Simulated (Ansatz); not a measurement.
# TaSnO3: the cost of one run

Program: Ansatz 0.2.0. Level of theory: DFT r²SCAN+U (U = 2.5 eV, J = 0.7 eV on Ta d), plane waves, PAW, no spin–orbit coupling unless a run says so. These are calculated values, not measurements.

## (1) Starting point

Symmetry: Pm-3m, No. 221, cubic system. Conventional cell: a = 3.880 Å, b = 3.880 Å, c = 3.880 Å, α = 90.00°, β = 90.00°, γ = 90.00°. Around Ta (site symmetry m-3m) lie 6 O at 1.94 Å. Around Sn (site symmetry m-3m) lie 12 O at 2.74 Å. O (site symmetry 4/mmm) is surrounded by 2 Ta at 1.94 Å and 4 Sn at 2.74 Å.

Structure file:

```
CELL_PARAMETERS angstrom
3.88000 0.00000 0.00000
0.00000 3.88000 0.00000
0.00000 0.00000 3.88000
ATOMIC_POSITIONS crystal
Ta 0.50000 0.50000 0.50000
Sn 0.00000 0.00000 0.00000
O 0.00000 0.50000 0.50000
O 0.50000 0.00000 0.50000
O 0.50000 0.50000 0.00000
```

Magnetic order typed: ferromagnetic.

An earlier series on this cell reached its lowest free state from «random orbitals: fully mixed, first filling», perhaps among other starts.

## (2) From atoms, default search

Input file input.yaml:

```yaml
crystal:
  lattice:
    - [3.88000062, 0.0, 0.0]
    - [0.0, 3.88000062, 0.0]
    - [0.0, 0.0, 3.88000062]
  atoms:
    - { symbol: Ta, position: [0.5, 0.5, 0.5], spin: 1.0 }
    - { symbol: Sn, position: [0.0, 0.0, 0.0] }
    - { symbol: O, position: [0.0, 0.5, 0.5] }
    - { symbol: O, position: [0.5, 0.0, 0.5] }
    - { symbol: O, position: [0.5, 0.5, 0.0] }
basis:
  ecutwfc: 500
  ecutrho_ratio: 4
kpoints:
  mp_grid: { grid: [5, 5, 5] }
hamiltonian:
  xc: r2scan
  hubbard: { sites: [{ site: 0, l: d, u: 2.5, j: 0.7 }] }
scf:
  occupations: { method: gaussian, width: 0.05 }
output:
  forces: true
  stress: true
  eigenvalues: true
  populations: true
  hubbard: { sites: [{ site: 0, l: d }] }
  write_density: true
  write_potential: true
  elf: true
  volumetric_format: npy
magnetization:
  spin_polarized: true
```

Command:

```console
$ ansatz run input.yaml --threads 4 --pin off --max-ram 6144MiB --backend cpu --events-out ev --progress --plain --runs-dir out
```

Q: Estimate wall time and peak memory on 4 threads of Arm Neoverse V1, shared host.

About 39 s, with a peak of 0.65 GiB.
